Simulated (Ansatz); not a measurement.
# HCl: the cost of one run

Program: Ansatz 0.2.0. Level of theory: DFT LDA, scalar-relativistic, plane waves, PAW. These are calculated values, not measurements.

3 further runs of the same task are left out: 3 set aside as unsound or not needed.

## 1. Starting point

Symmetry: I4mm, No. 107, tetragonal system. The conventional cell has a = 3.607 Å, b = 3.607 Å, c = 4.991 Å, α = 90.00°, β = 90.00°, γ = 90.00°. Around H (site symmetry 4mm) lie 1 Cl at 1.31 Å. Around Cl (site symmetry 4mm) lie 1 H at 1.31 Å.

Structure file:

```cif
data_structure
_symmetry_space_group_name_H-M 'P 1'
_symmetry_Int_Tables_number 1
_cell_length_a 3.5684
_cell_length_b 3.5684
_cell_length_c 3.5684
_cell_angle_alpha 119.272
_cell_angle_beta 119.280
_cell_angle_gamma 91.258
_cell_volume 32.47
loop_
_atom_site_label
_atom_site_type_symbol
_atom_site_fract_x
_atom_site_fract_y
_atom_site_fract_z
_atom_site_occupancy
H1 H 0.70297 0.70297 0.00000 1
Cl1 Cl 0.96503 0.96503 0.00000 1
```

It goes back to an entry of the Materials Project, which need not be the stable form.

It is the result of an earlier relaxation at this level (volume 16.24 Å³/atom; gap on the mesh: 4.52 eV).

## 2. Relaxing at 4 GPa

What is minimised here is the enthalpy; the energy can go up as the cell is squeezed.

Input file input.yaml:

```yaml
crystal:
  lattice:
    - [-1.8037776784, 1.8035689306, 2.4953680971]
    - [1.8037776784, -1.8035689306, 2.4953680971]
    - [1.8037776784, 1.8035689306, -2.4953680971]
  atoms:
    - { symbol: H, position: [0.7029663459, 0.7029663459, 0.0] }
    - { symbol: Cl, position: [0.9650336541, 0.9650336541, 0.0] }
basis:
  ecutwfc: 420
kpoints:
  mp_grid: { grid: [10, 10, 10] }
hamiltonian:
  xc: lda
scf:
  occupations: { method: fixed }
output:
  forces: true
  stress: true
  eigenvalues: true
relax:
  adjacent_minimum: "off"
  f_tol: 0.001
  max_steps: 60
  cell: { stress_tol: 0.02, p_target: 4.0 }
```

**Question.** How long does this run take on 1 thread of an Arm CPU, shared host, and how much memory does it need?

About 52 s, with a peak of 0.34 GiB.
